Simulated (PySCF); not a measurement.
# F3H3NYb (Yb(F)3(NH3)): the cost of one run

The runs use PySCF 2.14.0; PBE0, Yb lcecp-1-SVP with ECP59, F def2-SVP, N def2-SVP, H def2-SVP; scalar-relativistic core potentials, no spin–orbit coupling.

1 further run of the same task is left out (for a known fault of the program).

## Step 1: Starting geometry

8 atoms, charge 0, spin multiplicity 1.

Bond lengths: Yb1–F2 2.045 Å, Yb1–F3 2.045 Å, Yb1–F4 2.045 Å, Yb1–N5 2.457 Å, N5–H6 1.020 Å, N5–H7 1.020 Å, N5–H8 1.020 Å. Angles: F2–Yb1–F3 109.5°, F2–Yb1–F4 109.5°, F2–Yb1–N5 109.5°, F3–Yb1–F4 109.5°, F3–Yb1–N5 109.5°, F4–Yb1–N5 109.5°, Yb1–N5–H6 113.0°, Yb1–N5–H7 113.0°, Yb1–N5–H8 113.0°, H6–N5–H7 105.8°, H6–N5–H8 105.8°, H7–N5–H8 105.8°.

Coordinates:

```xyz
8
F3H3NYb
Yb    0.0000    0.0000    0.0000
F     1.1805    1.1805    1.1805
F    -1.1805   -1.1805    1.1805
F     1.1805   -1.1805   -1.1805
N    -1.4188    1.4188   -1.4188
H    -2.0320    2.0320   -0.8818
H    -0.8818    2.0320   -2.0320
H    -2.0320    0.8818   -2.0320
```

Formal oxidation states: Yb +3. Each metal's 13 4f electrons lie in its core potential, so multiplicities, spins and levels count the valence alone.

## Step 2: SCF at the start, singlet

Contents of run.py (the lines that set the calculation):

```python
mol = gto.M(atom='''
Yb     0.00000     0.00000     0.00000
F      1.18050     1.18050     1.18050
F     -1.18050    -1.18050     1.18050
F      1.18050    -1.18050    -1.18050
N     -1.41880     1.41880    -1.41880
H     -2.03200     2.03200    -0.88180
H     -0.88180     2.03200    -2.03200
H     -2.03200     0.88180    -2.03200''',
    basis={'Yb': 'lcecp-1-SVP', 'F': 'def2-SVP', 'N': 'def2-SVP', 'H': 'def2-SVP'},
    ecp={'Yb': 'lcecp-1-SVP'},
    charge=0, spin=0)
mf = dft.RKS(mol, xc='PBE0')
mf.grids.atom_grid = (50, 194)  # f atoms: unpruned, at least (60, 302)
mf = mf.density_fit()  # fitting sets: Yb AutoAux, F def2-universal-JKFIT, N def2-universal-JKFIT, H def2-universal-JKFIT
mf.conv_tol = 1e-08; mf.max_cycle = 55
mf.kernel(dm0)  # dm0: free metal ions and neutral atoms
```

Started as:

```bash
> OMP_NUM_THREADS=2 python run.py
```

What time and memory should one allow on 2 threads of Arm Neoverse V2, shared host?

About 2.9 s, with a peak of 0.6 GiB.
